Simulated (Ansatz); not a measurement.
**CHClGa (quartet): the correlation ladder at a displaced geometry (v1), cc-pVDZ**

The task here is to estimate one member of a computed series from the others.

Program: Ansatz 0.2.0, Gaussian basis. Level of theory: cc-pVDZ, core rule «outside noble gas», up to 20 orbitals frozen. These are calculated values, not measurements.

Plan: UHF; CCSD(T) on ROHF; CCSD(T) on UHF; BCCD(T) on ROHF; CISD; CCSDT(Q) on ROHF; CCSDT(Q) on UHF.

31 further runs of the same task are left out: 3 for a known fault of the program, 15 that didn't finish, 13 set aside as unsound or not needed.

### The geometry

The geometry is a PBE0/def2-TZVP stationary point (not a proven minimum) with its atoms shifted at random (size 0.040 Å). No spin-orbit coupling is included. The filled d shell of Ga may be among the frozen orbitals whatever the setting's name suggests; the logs give the count.

4 atoms, charge 0, spin multiplicity 4.

Atoms are counted from 1 here; the program's logs count them from 0.

Bond lengths: C1–Ga2 1.930 Å, Ga2–Cl3 2.165 Å, Ga2–H4 1.545 Å. Angles: C1–Ga2–Cl3 117.9°, C1–Ga2–H4 123.4°, Cl3–Ga2–H4 118.7°.

Geometry (Å):

```
C    -0.0132   -1.1944    1.7520
Ga   -0.0140    0.2769    0.5034
Cl    0.0340   -0.1900   -1.6102
H    -0.0688    1.7589    0.9352
```

Set-up of the first run:

The input, in.yaml:

```yaml
crystal:
  periodic: [false, false, false]
  atoms:
    - {symbol: C, position_ang: [-0.013171, -1.194409, 1.751956]}
    - {symbol: Ga, position_ang: [-0.014004, 0.276934, 0.503447]}
    - {symbol: Cl, position_ang: [0.033960, -0.189995, -1.610208]}
    - {symbol: H, position_ang: [-0.068817, 1.758918, 0.935199]}
basis:
  gaussian: {orbitals: cc-pVDZ}
magnetization: {spin_polarized: true, initial_magnetization: 3}
hamiltonian: {xc: hf}
output: {orbitals: {seedname: orbitals}}
```

Run with:

```bash
$ ansatz run in.yaml --threads 1 --pin off --events-out ev --progress --plain --max-ram 2393MiB
```

Among the steps run: UHF; CCSD(T) on ROHF; CCSD(T) on UHF; BCCD(T) on ROHF; CISD; CCSDT(Q) on ROHF; CCSDT(Q) on UHF.

One of the session's tables, all rows but one given; the rest of the session is left out.

| method | from UCCSDT(Q) (kcal/mol) |
| --- | --- |
| ROHF | +184.25 |
| UHF | +183.13 |
| RMP2 | +28.62 |
| UMP2 | +28.46 |
| RCCSD | +5.13 |
| UCCSD | +5.07 |
| RCCSD(T) | +1.11 |
| UCCSD(T) | +1.06 |
| BCCD(T) | +1.06 |
| RCCSDT | +0.40 |
| UCCSDT | ? |
| RCCSDT(Q) | +0.07 |
| UCCSDT(Q) | 0 |

Q: Estimate the row for UCCSDT from the others.

**Answer.** from UCCSDT(Q) (kcal/mol): +0.35. In the column «from UCCSDT(Q) (kcal/mol)» it lies between RCCSDT(Q) (+0.07) and RCCSDT (+0.40).

Not comparable, so not listed: CISD (they don't share determinant, frozen orbitals or solution with the rows shown, or repeat one).

Caveats from the session: Restricted and unrestricted rows rest on different reference determinants; where their highest levels disagree by more than a few hundredths of an eV, they describe different states and don't form one ladder.
